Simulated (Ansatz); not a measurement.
# GaSi62: the cost of one run

Method: DFT PBE+D3(BJ), plane waves, PAW, scalar-relativistic, collinear spin, in Ansatz 0.2.0.

**1. The starting structure**

The cell holds 63 atoms (GaSi62): a = 10.860 Å, b = 10.860 Å, c = 10.860 Å, α = 90.00°, β = 90.00°, γ = 90.00°.

Its coordinates follow in the input file.

**2. End point A**

input.yaml reads:

```yaml
crystal:
  lattice:
    - [10.86, 0.0, 0.0]
    - [0.0, 10.86, 0.0]
    - [0.0, 0.0, 10.86]
  atoms:
    - { symbol: Si, position: [0.5002131, 0.0024492, 0.0006991] }
    - { symbol: Si, position: [0.6226394, 0.124933, 0.1174552] }
    - { symbol: Si, position: [0.7540241, 0.2491472, -0.0009112] }
    - { symbol: Si, position: [0.8793629, 0.377118, 0.1269693] }
    - { symbol: Si, position: [0.7528168, -0.0003604, 0.251003] }
    - { symbol: Si, position: [0.8765145, 0.1279069, 0.3776963] }
    - { symbol: Si, position: [0.0015169, -0.0063346, -0.0002165] }
    - { symbol: Si, position: [0.124525, 0.1246427, 0.1318705] }
    - { symbol: Si, position: [0.2525849, 0.2528937, -0.0047094] }
    - { symbol: Si, position: [0.3755057, 0.3759165, 0.1290987] }
    - { symbol: Si, position: [0.5019177, 0.4976548, -0.0017262] }
    - { symbol: Si, position: [0.623009, 0.6228626, 0.1243705] }
    - { symbol: Si, position: [0.7470036, 0.7518492, -0.0039892] }
    - { symbol: Si, position: [0.873865, 0.8760842, 0.1277904] }
    - { symbol: Si, position: [0.2450429, -0.0006972, 0.2535363] }
    - { symbol: Si, position: [0.3771883, 0.1262425, 0.3797127] }
    - { symbol: Si, position: [0.5027576, 0.2501536, 0.2497616] }
    - { symbol: Si, position: [0.6257722, 0.3763704, 0.3815622] }
    - { symbol: Si, position: [0.7471003, 0.4997652, 0.2459554] }
    - { symbol: Si, position: [0.877509, 0.6201793, 0.3792359] }
    - { symbol: Si, position: [0.5017904, 0.0014617, 0.5011706] }
    - { symbol: Si, position: [0.7558755, 0.2498225, 0.5017913] }
    - { symbol: Si, position: [0.8780137, 0.3723284, 0.6258582] }
    - { symbol: Ga, position: [0.755365, 0.0017885, 0.7518908], spin: 1.0 }
    - { symbol: Si, position: [0.8764589, 0.1236877, 0.8754885] }
    - { symbol: Si, position: [-0.0050534, 0.4979539, -0.0042428] }
    - { symbol: Si, position: [0.1242965, 0.6244004, 0.1236594] }
    - { symbol: Si, position: [0.2493473, 0.7482729, -0.0008225] }
    - { symbol: Si, position: [0.3757927, 0.8762033, 0.1252349] }
    - { symbol: Si, position: [0.0036576, 0.2485162, 0.2500995] }
    - { symbol: Si, position: [0.1236821, 0.3731434, 0.375686] }
    - { symbol: Si, position: [0.2508921, 0.5014673, 0.2517023] }
    - { symbol: Si, position: [0.3777134, 0.6274957, 0.3745954] }
    - { symbol: Si, position: [0.5011226, 0.7529696, 0.247339] }
    - { symbol: Si, position: [0.6268869, 0.8796217, 0.3812807] }
    - { symbol: Si, position: [-0.0002895, 0.0020233, 0.5000887] }
    - { symbol: Si, position: [0.1233187, 0.1271351, 0.6267252] }
    - { symbol: Si, position: [0.254107, 0.2464905, 0.4995254] }
    - { symbol: Si, position: [0.3738192, 0.3707659, 0.6301836] }
    - { symbol: Si, position: [0.5022104, 0.5010204, 0.5027411] }
    - { symbol: Si, position: [0.6252593, 0.6277548, 0.6214066] }
    - { symbol: Si, position: [0.7512484, 0.7469359, 0.5037296] }
    - { symbol: Si, position: [0.8781822, 0.8756572, 0.626229] }
    - { symbol: Si, position: [0.2470986, -0.0019481, 0.7492229] }
    - { symbol: Si, position: [0.3773642, 0.1203328, 0.8752107] }
    - { symbol: Si, position: [0.4994789, 0.2431214, 0.7529544] }
    - { symbol: Si, position: [0.6253198, 0.3772401, 0.8746347] }
    - { symbol: Si, position: [0.7527745, 0.4958634, 0.7483208] }
    - { symbol: Si, position: [0.874658, 0.6233123, 0.8762839] }
    - { symbol: Si, position: [-0.0050479, 0.7491059, 0.2491248] }
    - { symbol: Si, position: [0.1258704, 0.8707482, 0.3761174] }
    - { symbol: Si, position: [0.0009175, 0.4980658, 0.4998075] }
    - { symbol: Si, position: [0.1272518, 0.6231925, 0.6205042] }
    - { symbol: Si, position: [0.2481359, 0.7501513, 0.4978314] }
    - { symbol: Si, position: [0.3753439, 0.8743668, 0.6244464] }
    - { symbol: Si, position: [0.0003596, 0.2496457, 0.7475869] }
    - { symbol: Si, position: [0.1225939, 0.3766948, 0.8730511] }
    - { symbol: Si, position: [0.2478668, 0.498019, 0.748373] }
    - { symbol: Si, position: [0.3714655, 0.6274132, 0.8807504] }
    - { symbol: Si, position: [0.501529, 0.74855, 0.7517388] }
    - { symbol: Si, position: [0.6301892, 0.8713261, 0.872775] }
    - { symbol: Si, position: [0.002723, 0.7487177, 0.7523968] }
    - { symbol: Si, position: [0.1250159, 0.873383, 0.8724185] }
magnetization:
  spin_polarized: true
total_charge: 2
basis:
  ecutwfc: 420.0
kpoints:
  mp_grid: { grid: [1, 1, 1] }
hamiltonian:
  xc: pbe
  dispersion: d3bj
  pseudopotentials: { kind: paw, azcp: { folder: soft_1 } }
scf:
  occupations: { method: gaussian, width: 0.02 }
  lower_state_search: "off"
relax:
  f_tol: 0.03
  max_steps: 60
  adjacent_minimum: "off"
output:
  write_density: true
  write_potential: true
  elf: true
  volumetric_format: npy
```

Command:

```console
> ansatz run input.yaml --threads 4 --pin off --max-ram 10240MiB --backend cpu --events-out ev --progress --plain --runs-dir out
```

**Question.** How long does this run take on 4 threads of Intel Xeon Platinum 8259CL at 2.50GHz (Skylake/Cascade Lake), shared host, and how much memory does it need?

About 64 s, with a peak of 1.7 GiB.
